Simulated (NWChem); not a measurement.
**C2H6OSi2 (SMILES O[SiH2]C#C[SiH3]) at 4 levels**

Aim: a comparison of 4 runs (HF/STO-3G, HF/3-21G, B3LYP/6-31G*) of C2H6OSi2. 

The calculation is run with NWChem 7.3.0.

### 1 The structure to begin with

The species is C2H6OSi2 (11 atoms), meant as a singlet with charge 0. As SMILES, `O[SiH2]C#C[SiH3]`. Geometry: relaxed at PBE0-D4/def2-TZVP. This is one conformer, not always the lowest.

Bond lengths: O1–Si2 1.641 Å, Si2–C3 1.830 Å, C3–C4 1.215 Å, C4–Si5 1.826 Å, O1–H6 0.958 Å, Si2–H7 1.485 Å, Si2–H8 1.477 Å, Si5–H9 1.483 Å, Si5–H10 1.483 Å, Si5–H11 1.483 Å. Some angles: O1–Si2–C3 111.3°, Si2–C3–C4 179.3°, C3–C4–Si5 179.7°, O1–Si2–H7 112.0°, O1–Si2–H8 106.2°, C3–Si2–H7 106.9°, C3–Si2–H8 109.7°, Si2–O1–H6 117.9°, C4–Si5–H9 109.2°, C4–Si5–H10 109.2°.

### 2 Energy and gradient at HF/STO-3G (run 1)

input.nw reads:

```
start input
memory 2200 mb

geometry noautosym nocenter noautoz
  O     -1.914600    -1.887500     1.499100
  Si    -0.322800    -1.495300     1.576600
  C      0.129400    -0.290300     0.275200
  C      0.424700     0.521200    -0.579500
  Si     0.872800     1.733000    -1.869700
  H     -2.554000    -1.174100     1.512000
  H      0.036500    -0.879300     2.878900
  H      0.421900    -2.754400     1.369300
  H      1.607100     2.861100    -1.246900
  H      1.730900     1.073000    -2.883200
  H     -0.366600     2.235500    -2.511100
end

basis spherical bse
  O library STO-3G
  Si library STO-3G
  C library STO-3G
  H library STO-3G
end

scf
  thresh 1e-08
  maxiter 80
  print low
end

task scf gradient
```

On the command line:

```
$ nwchem input.nw > input.out
```

The program printed:

```text
[...]
  functions       =    39
[...]
  wavefunction    = RHF
[...]
         Total SCF energy =   -723.310027085070
      One-electron energy =  -1475.893340714784
      Two-electron energy =    515.997302322528
 Nuclear repulsion energy =    236.586011307186
        Time for solution =      1.9s
[...]
                         RHF ENERGY GRADIENTS
    atom               coordinates                        gradient
                 x          y          z           x          y          z
   1 O      -3.618069  -3.566858   2.832888    0.003897   0.040410   0.001661
   2 Si     -0.610004  -2.825707   2.979342   -0.035430  -0.006107  -0.015663
   3 C       0.244531  -0.548587   0.520053   -0.021806  -0.059153   0.062278
   4 C       0.802567   0.984925  -1.095096    0.021471   0.060018  -0.062738
   5 Si      1.649353   3.274895  -3.533221   -0.005183  -0.015245   0.016177
   6 H      -4.826360  -2.218727   2.857266    0.007936  -0.028492  -0.001615
   7 H       0.068975  -1.661636   5.440332    0.007374   0.014113   0.025564
   8 H       0.797275  -5.205061   2.587602    0.014973  -0.024651  -0.005355
   9 H       3.036979   5.406695  -2.356299    0.015466   0.023610   0.013871
  10 H       3.270927   2.027676  -5.448458    0.018084  -0.014642  -0.021090
  11 H      -0.692774   4.224482  -4.745291   -0.026783   0.010140  -0.013090
[...]
```

Run time: 3 s. Hardware: 1 thread of Intel Xeon 6975P-C (Granite Rapids), shared host; peak memory 0.096 GiB.

### 3 Energy and forces at HF/3-21G (run 2)

mol.xyz reads:

```xyz
11
C2H6OSi2 gradient
O     -1.914600    -1.887500     1.499100
Si    -0.322800    -1.495300     1.576600
C      0.129400    -0.290300     0.275200
C      0.424700     0.521200    -0.579500
Si     0.872800     1.733000    -1.869700
H     -2.554000    -1.174100     1.512000
H      0.036500    -0.879300     2.878900
H      0.421900    -2.754400     1.369300
H      1.607100     2.861100    -1.246900
H      1.730900     1.073000    -2.883200
H     -0.366600     2.235500    -2.511100
```

mol.nw reads:

```
start mol
title "C2H6OSi2 gradient"
memory 2200 mb
charge 0

geometry units angstrom noautosym nocenter noautoz
  load format xyz mol.xyz
end

basis "ao basis" spherical bse
  O library 3-21G
  Si library 3-21G
  C library 3-21G
  H library 3-21G
end

scf
  thresh 1e-08
  maxiter 80
  print low
end

task scf gradient
```

On the command line:

```
$ nwchem mol.nw > mol.out
```

The program printed:

```text
[...]
  functions       =    65
[...]
  wavefunction    = RHF
[...]
         Total SCF energy =   -728.031225860034
      One-electron energy =  -1476.594767640756
      Two-electron energy =    511.977530473536
 Nuclear repulsion energy =    236.586011307186
        Time for solution =      2.8s
[...]
                         RHF ENERGY GRADIENTS
    atom               coordinates                        gradient
                 x          y          z           x          y          z
   1 O      -3.618069  -3.566858   2.832888    0.020120  -0.000977  -0.000476
   2 Si     -0.610004  -2.825707   2.979342   -0.026311   0.014532  -0.013614
   3 C       0.244531  -0.548587   0.520053   -0.013982  -0.032866   0.032827
   4 C       0.802567   0.984925  -1.095096    0.012849   0.033895  -0.035026
   5 Si      1.649353   3.274895  -3.533221   -0.004606  -0.011906   0.012907
   6 H      -4.826360  -2.218727   2.857266    0.013047   0.001837   0.000809
   7 H       0.068975  -1.661636   5.440332   -0.000186  -0.000504   0.001105
   8 H       0.797275  -5.205061   2.587602   -0.000558  -0.002684   0.000273
   9 H       3.036979   5.406695  -2.356299   -0.000065  -0.000316   0.000541
  10 H       3.270927   2.027676  -5.448458   -0.000043  -0.000599   0.000303
  11 H      -0.692774   4.224482  -4.745291   -0.000266  -0.000411   0.000351
[...]
```

It took 3.9 s on 1 thread of Intel Xeon 6975P-C (Granite Rapids), shared host; peak memory 0.096 GiB.

Run 3 isn't shown in full; the table further down has it.

### 4 Energy and gradient at B3LYP/6-31G(d) (Cartesian functions) (run 4)

mol.nw reads:

```
echo
start mol
title "C2H6OSi2 gradient"
memory total 2200 mb

geometry units angstroms noautosym nocenter noautoz
  O    -1.914600   -1.887500    1.499100
  Si   -0.322800   -1.495300    1.576600
  C     0.129400   -0.290300    0.275200
  C     0.424700    0.521200   -0.579500
  Si    0.872800    1.733000   -1.869700
  H    -2.554000   -1.174100    1.512000
  H     0.036500   -0.879300    2.878900
  H     0.421900   -2.754400    1.369300
  H     1.607100    2.861100   -1.246900
  H     1.730900    1.073000   -2.883200
  H    -0.366600    2.235500   -2.511100
end

basis
  * library 6-31G*
end

dft
  xc b3lyp
  mult 1
  grid fine
  convergence energy 1e-08
  iterations 100
  mulliken
  print medium
end

task dft gradient
```

On the command line:

```
$ nwchem mol.nw > mol.out
```

The program printed, cut to the lines that bear on the results:

```text
[...]
          Wavefunction type:  closed shell.
          No. of atoms     :    11
          No. of electrons :    54
[...]
          Charge           :     0
          Spin multiplicity:     1
[...]
          AO basis - number of functions:    95
[...]
              XC Information
              --------------
                         B3LYP Method XC Potential
                     Hartree-Fock (Exact) Exchange  0.200
                        Slater Exchange Functional  0.800 local
                    Becke 1988 Exchange Functional  0.720 non-local
              Lee-Yang-Parr Correlation Functional  0.810
                  VWN I RPA Correlation Functional  0.190 local
[...]
 d= 0,ls=0.0,diis     1   -733.9347742838 -9.71D+02  1.32D-02  8.08D-01     2.3
[...]
 d= 0,ls=0.0,diis    11   -734.0158124009 -1.39D-09  2.34D-07  1.06D-09    19.2
         Total DFT energy =     -734.015812400917
      One electron energy =    -1482.541416808294
           Coulomb energy =      575.496830697055
    Exchange-Corr. energy =      -63.557237596864
 Nuclear repulsion energy =      236.586011307186
[...]
      Total Density - Mulliken Population Analysis
     ---------------------------------------------
[...]
  wavefunction    = closed shell
                         DFT ENERGY GRADIENTS
    atom               coordinates                        gradient
                 x          y          z           x          y          z
   1 O      -3.618069  -3.566858   2.832888    0.006431   0.010423   0.000762
   2 Si     -0.610004  -2.825707   2.979342   -0.009508  -0.002562  -0.001095
   3 C       0.244531  -0.548587   0.520053    0.002733   0.009679  -0.010112
   4 C       0.802567   0.984925  -1.095096   -0.003342  -0.009649   0.010091
   5 Si      1.649353   3.274895  -3.533221    0.000021   0.000420  -0.000325
   6 H      -4.826360  -2.218727   2.857266    0.005503  -0.006470  -0.000262
   7 H       0.068975  -1.661636   5.440332   -0.000915  -0.000084  -0.001055
   8 H       0.797275  -5.205061   2.587602   -0.000179   0.000487  -0.000311
   9 H       3.036979   5.406695  -2.356299   -0.000395  -0.000914   0.000570
  10 H       3.270927   2.027676  -5.448458   -0.000421  -0.000544   0.000907
  11 H      -0.692774   4.224482  -4.745291    0.000072  -0.000786   0.000830
[...]
```

It took 24 s on 1 thread of Intel Xeon 6975P-C (Granite Rapids), shared host; peak memory 0.12 GiB.

### 5 The series

```
run                               level  iteration cap  module  energy (Eh)  largest force (eV/Å)  wall time
  1                           HF/STO-3G             80     scf  -723.310027                 4.599        3 s
  2                            HF/3-21G             80     scf  -728.031226                 2.592      3.9 s
  3  B3LYP/6-31G* (spherical functions)            100     dft  -734.009266                 0.752       25 s
  4  B3LYP/6-31G* (Cartesian functions)            100     dft  -734.015812                 0.738       24 s
```

### 6 Results

| quantity | value |
| --- | --- |
| run 4: total energy | -734.01581 Eh |
| run 4: dipole moment | 1.51 D |
| run 4: HOMO energy | -7.67 eV |
| run 4: LUMO energy | -0.83 eV |
| run 4: HOMO–LUMO gap | 6.84 eV |
| run 4: largest force on an atom | 0.738 eV/Å |

In words: In run 1 the basis is minimal, so the values are rough. All runs together took 56 s, the longest 25 s.
